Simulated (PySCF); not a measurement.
# I−: NMR shieldings

Wanted: NMR shieldings for I− (`[I-]`).

Programs: PySCF 2.14.0, with routines of our own; each step states its level. All values are computed. Atoms count from 0.

### Step 1. The system as given

1 atom, charge -1, multiplicity 1; geometry from: atom.

### Step 2. NMR shieldings: KT2/pcJ-1 I:dyall-v2z, spin–orbit

The job: settings as JSON, then the geometry in Å.

```
{"job": {"xc": "KT2", "basis": {"default": "pcJ-1", "I": "dyall-v2z"}, "rel": "so", "kind": "hnmr"}, "charge": -1, "multiplicity": 1}
I      0.000000     0.000000     0.000000
```

Level: KT2/pcJ-1 I:dyall-v2z GIAO NMR shielding, X2C with spin-orbit coupling, screened-nuclear two-electron part, Gaussian nuclei, gas phase.

Launch:

```bash
> OMP_NUM_THREADS=1 python heavy_run.py task.json out
```

This one command runs all jobs of the session in turn.

The program printed:

```text
spin-free SCF
coarse grid: 8032 points
cycle   1  E = -7135.0046960369  dE = -3.246e-01  |g| = 2.426e+00  |ddm| = 8.498e-01
cycle   2  E = -7134.9929420545  dE =  1.175e-02  |g| = 9.658e-01  |ddm| = 1.839e+00
cycle   3  E = -7135.0246184111  dE = -3.168e-02  |g| = 7.747e-01  |ddm| = 1.594e+00
cycle   4  E = -7135.0676598303  dE = -4.304e-02  |g| = 2.288e-02  |ddm| = 6.237e-01
cycle   5  E = -7135.0678074418  dE = -1.476e-04  |g| = 1.061e-02  |ddm| = 7.399e-02
cycle   6  E = -7135.0678296740  dE = -2.223e-05  |g| = 5.188e-04  |ddm| = 1.790e-02
cycle   7  E = -7135.0678297064  dE = -3.239e-08  |g| = 1.809e-05  |ddm| = 6.967e-04
final grid: 14048 points
cycle   8  E = -7135.0621265167  dE = -5.392e-04  |g| = 5.266e-01  |ddm| = 9.983e-05
cycle   9  E = -7135.0621266204  dE = -1.037e-07  |g| = 8.121e-03  |ddm| = 6.505e-05
cycle  10  E = -7135.0621266204  dE = -2.365e-11  |g| = 5.724e-05  |ddm| = 6.113e-05
converged SCF energy = -7135.0621266204
two-component SCF
cycle   1  E = -7134.1256848228  dE = -7.134e+03  |FDS-SDF| = 1.222e+02
cycle   2  E = -7136.2996449447  dE = -2.174e+00  |FDS-SDF| = 8.350e-02
cycle   3  E = -7136.2996507824  dE = -5.838e-06  |FDS-SDF| = 1.733e-02
cycle   4  E = -7136.2996530598  dE = -2.277e-06  |FDS-SDF| = 9.485e-03
cycle   5  E = -7136.2996572897  dE = -4.230e-06  |FDS-SDF| = 1.191e-03
cycle   6  E = -7136.2996574322  dE = -1.426e-07  |FDS-SDF| = 9.047e-05
cycle   7  E = -7136.2996574340  dE = -1.740e-09  |FDS-SDF| = 9.926e-06
converged, E = -7136.2996574340

Field gradients (au) and densities at the nuclei (bohr^-3)
atom        Vxx        Vyy        Vzz        centre      nuclear mean
  0 I      0.0000     0.0000    -0.0000     252433.608     243792.907
without picture change
  0 I                            0.0000                    549691.275

Core orbital energies (eV)
atom   shell        mean    spread
  0 I  1s       -32984.707   0.000
  0 I  2s        -5094.623   0.000
  0 I  3s        -1023.857   0.000
  0 I  4s         -173.269   0.000
  0 I  2p1/2     -4775.427   0.000
  0 I  2p3/2     -4477.784   0.000
  0 I  3p1/2      -892.654   0.000
  0 I  3p3/2      -836.308   0.000
  0 I  4p1/2      -127.492   0.000
  0 I  4p3/2      -116.615   0.000
  0 I  3d3/2      -607.215   0.000
  0 I  3d5/2      -595.512   0.000
  0 I  4d3/2       -43.243   0.000
  0 I  4d5/2       -41.528   0.000

Shielding tensors (ppm)
atom      isotropic    diamagn.    paramagn.     s11        s22        s33       span
  0 I      6812.00     5097.97     1714.04    6812.00    6812.00    6812.01       0.00
```

Run time: 3 s. Hardware: 1 thread of Intel Xeon 6975P-C, shared host; peak memory 0.36 GiB.

In short:

```csv
quantity,value
energy from spin-orbit coupling,-1.2375 Eh
```

Orbitals, density, ELF and potential are computed afterwards from the orbital file.

Frontier orbitals at KT2/dyall-v2z, with the share of their density that lies nearest to each atom:

```csv
orbital,energy (eV),lies on
HOMO,1.16,I0 100 %
LUMO,14.59,I0 100 %
```

On the surface of density 0.002 e/bohr³ the electrostatic potential runs, from the 1st to the 99th percentile, from -5.90 to -5.82 V.

### Step 3. NMR shieldings: B3LYP/pcJ-1 I:dyall-v2z, spin–orbit

The job: settings as JSON, then the geometry in Å.

```
{"job": {"xc": "B3LYP", "basis": {"default": "pcJ-1", "I": "dyall-v2z"}, "rel": "so", "kind": "hnmr"}, "charge": -1, "multiplicity": 1}
I      0.000000     0.000000     0.000000
```

With the program's defaults for keys left out, this is: B3LYP/pcJ-1 I:dyall-v2z GIAO NMR shielding, X2C with spin-orbit coupling, screened-nuclear two-electron part, Gaussian nuclei, gas phase.

The program printed:

```text
spin-free SCF
coarse grid: 8032 points
cycle   1  E = -7115.8190403191  dE = -4.204e-01  |g| = 3.609e-01  |ddm| = 6.674e-01
cycle   2  E = -7115.8305802098  dE = -1.154e-02  |g| = 4.188e-01  |ddm| = 1.314e+00
cycle   3  E = -7115.8528228395  dE = -2.224e-02  |g| = 4.934e-02  |ddm| = 4.666e-01
cycle   4  E = -7115.8532172401  dE = -3.944e-04  |g| = 1.097e-02  |ddm| = 1.032e-01
cycle   5  E = -7115.8532354554  dE = -1.822e-05  |g| = 8.250e-04  |ddm| = 1.389e-02
cycle   6  E = -7115.8532355974  dE = -1.420e-07  |g| = 1.107e-05  |ddm| = 1.571e-03
final grid: 14048 points
cycle   7  E = -7115.8537066602  dE = -2.377e-06  |g| = 4.579e-04  |ddm| = 4.939e-05
cycle   8  E = -7115.8537066602  dE = -7.276e-12  |g| = 5.543e-06  |ddm| = 1.929e-05
converged SCF energy = -7115.8537066602
two-component SCF
cycle   1  E = -7114.9202608808  dE = -7.115e+03  |FDS-SDF| = 1.219e+02
cycle   2  E = -7117.0892654421  dE = -2.169e+00  |FDS-SDF| = 3.231e-01
cycle   3  E = -7117.0896834219  dE = -4.180e-04  |FDS-SDF| = 1.414e-02
cycle   4  E = -7117.0896862558  dE = -2.834e-06  |FDS-SDF| = 8.889e-03
cycle   5  E = -7117.0896887661  dE = -2.510e-06  |FDS-SDF| = 1.261e-03
cycle   6  E = -7117.0896888728  dE = -1.067e-07  |FDS-SDF| = 1.715e-04
cycle   7  E = -7117.0896888762  dE = -3.439e-09  |FDS-SDF| = 1.734e-05
converged, E = -7117.0896888762

Field gradients (au) and densities at the nuclei (bohr^-3)
atom        Vxx        Vyy        Vzz        centre      nuclear mean
  0 I      0.0000     0.0000    -0.0000     246241.342     238398.795
without picture change
  0 I                           -0.0000                    538246.770

Core orbital energies (eV)
atom   shell        mean    spread
  0 I  1s       -32990.573   0.000
  0 I  2s        -5109.829   0.000
  0 I  3s        -1032.687   0.000
  0 I  4s         -177.405   0.000
  0 I  2p1/2     -4791.298   0.000
  0 I  2p3/2     -4493.283   0.000
  0 I  3p1/2      -900.893   0.000
  0 I  3p3/2      -844.320   0.000
  0 I  4p1/2      -130.944   0.000
  0 I  4p3/2      -119.854   0.000
  0 I  3d3/2      -612.513   0.000
  0 I  3d5/2      -600.773   0.000
  0 I  4d3/2       -44.820   0.000
  0 I  4d5/2       -43.075   0.000

Shielding tensors (ppm)
atom      isotropic    diamagn.    paramagn.     s11        s22        s33       span
  0 I      6795.85     5090.62     1705.23    6795.85    6795.85    6795.85       0.00
```

It took 6.5 s on 1 thread of Intel Xeon 6975P-C, shared host; peak memory 0.58 GiB.

Key values:

```csv
quantity,value
energy from spin-orbit coupling,-1.2360 Eh
```

### Step 4. NMR shieldings: BHandHLYP/pcJ-1 I:dyall-v2z, spin–orbit

The job: settings as JSON, then the geometry in Å.

```
{"job": {"xc": "BHandHLYP", "basis": {"default": "pcJ-1", "I": "dyall-v2z"}, "rel": "so", "kind": "hnmr"}, "charge": -1, "multiplicity": 1}
I      0.000000     0.000000     0.000000
```

With the program's defaults for keys left out, this is: BHandHLYP/pcJ-1 I:dyall-v2z GIAO NMR shielding, X2C with spin-orbit coupling, screened-nuclear two-electron part, Gaussian nuclei, gas phase.

The program printed:

```text
spin-free SCF
coarse grid: 8032 points
cycle   1  E = -7115.7355718127  dE = -4.624e-01  |g| = 3.345e-01  |ddm| = 5.727e-01
cycle   2  E = -7115.7536072166  dE = -1.804e-02  |g| = 3.004e-01  |ddm| = 1.030e+00
cycle   3  E = -7115.7629599973  dE = -9.353e-03  |g| = 3.981e-02  |ddm| = 2.848e-01
cycle   4  E = -7115.7630815836  dE = -1.216e-04  |g| = 8.239e-03  |ddm| = 5.423e-02
cycle   5  E = -7115.7630887719  dE = -7.188e-06  |g| = 3.935e-04  |ddm| = 7.959e-03
final grid: 14048 points
cycle   6  E = -7115.7633892091  dE = -1.136e-06  |g| = 2.642e-04  |ddm| = 9.416e-04
cycle   7  E = -7115.7633892121  dE = -2.963e-09  |g| = 1.321e-04  |ddm| = 4.239e-04
cycle   8  E = -7115.7633892137  dE = -1.699e-09  |g| = 6.404e-05  |ddm| = 1.710e-04
converged SCF energy = -7115.7633892137
two-component SCF
cycle   1  E = -7114.8308906527  dE = -7.115e+03  |FDS-SDF| = 1.218e+02
cycle   2  E = -7116.9943196274  dE = -2.163e+00  |FDS-SDF| = 7.776e-01
cycle   3  E = -7116.9964692972  dE = -2.150e-03  |FDS-SDF| = 2.644e-02
cycle   4  E = -7116.9965113920  dE = -4.209e-05  |FDS-SDF| = 5.074e-03
cycle   5  E = -7116.9965137291  dE = -2.337e-06  |FDS-SDF| = 2.183e-03
cycle   6  E = -7116.9965140945  dE = -3.654e-07  |FDS-SDF| = 2.711e-04
cycle   7  E = -7116.9965141117  dE = -1.717e-08  |FDS-SDF| = 6.116e-05
converged, E = -7116.9965141117

Field gradients (au) and densities at the nuclei (bohr^-3)
atom        Vxx        Vyy        Vzz        centre      nuclear mean
  0 I     -0.0000    -0.0000     0.0000     245975.388     238156.378
without picture change
  0 I                            0.0000                    537690.392

Core orbital energies (eV)
atom   shell        mean    spread
  0 I  1s       -33117.201   0.000
  0 I  2s        -5159.141   0.000
  0 I  3s        -1055.612   0.000
  0 I  4s         -186.883   0.000
  0 I  5s          -12.616   0.000
  0 I  2p1/2     -4834.053   0.000
  0 I  2p3/2     -4534.563   0.000
  0 I  3p1/2      -920.609   0.000
  0 I  3p3/2      -863.286   0.000
  0 I  4p1/2      -138.605   0.000
  0 I  4p3/2      -127.347   0.000
  0 I  3d3/2      -626.531   0.000
  0 I  3d5/2      -614.638   0.000
  0 I  4d3/2       -48.763   0.000
  0 I  4d5/2       -46.969   0.000

Shielding tensors (ppm)
atom      isotropic    diamagn.    paramagn.     s11        s22        s33       span
  0 I      6796.57     5090.69     1705.88    6796.57    6796.57    6796.57       0.00
```

Run time: 6.8 s. Hardware: 1 thread of Intel Xeon 6975P-C, shared host; peak memory 0.55 GiB.

From this job:

```csv
quantity,value
energy from spin-orbit coupling,-1.2331 Eh
```

### Step 5. Shieldings side by side

```csv
run,I0,time
"step 2, KT2/pcJ-1 I:dyall-v2z, spin–orbit",6812.0,3 s
"step 3, B3LYP/pcJ-1 I:dyall-v2z, spin–orbit",6795.8,6.5 s
"step 4, BHandHLYP/pcJ-1 I:dyall-v2z, spin–orbit",6796.6,6.8 s
```

### Step 6. Results

| quantity | value |
| --- | --- |
| energy from spin-orbit coupling (step 2, KT2/pcJ-1 I:dyall-v2z, spin–orbit) | -1.2375 Eh |
| shieldings (step 2, KT2/pcJ-1 I:dyall-v2z, spin–orbit) | I0 6812.0 ppm |
| energy from spin-orbit coupling (step 3, B3LYP/pcJ-1 I:dyall-v2z, spin–orbit) | -1.2360 Eh |
| shieldings (step 3, B3LYP/pcJ-1 I:dyall-v2z, spin–orbit) | I0 6795.8 ppm |
| energy from spin-orbit coupling (step 4, BHandHLYP/pcJ-1 I:dyall-v2z, spin–orbit) | -1.2331 Eh |
| shieldings (step 4, BHandHLYP/pcJ-1 I:dyall-v2z, spin–orbit) | I0 6796.6 ppm |

In words: In steps 2, 3 the highest level lies above zero, so the outer electrons are held by the basis. I0 moves most between the runs, by 16 ppm; the labels say what changes from run to run.
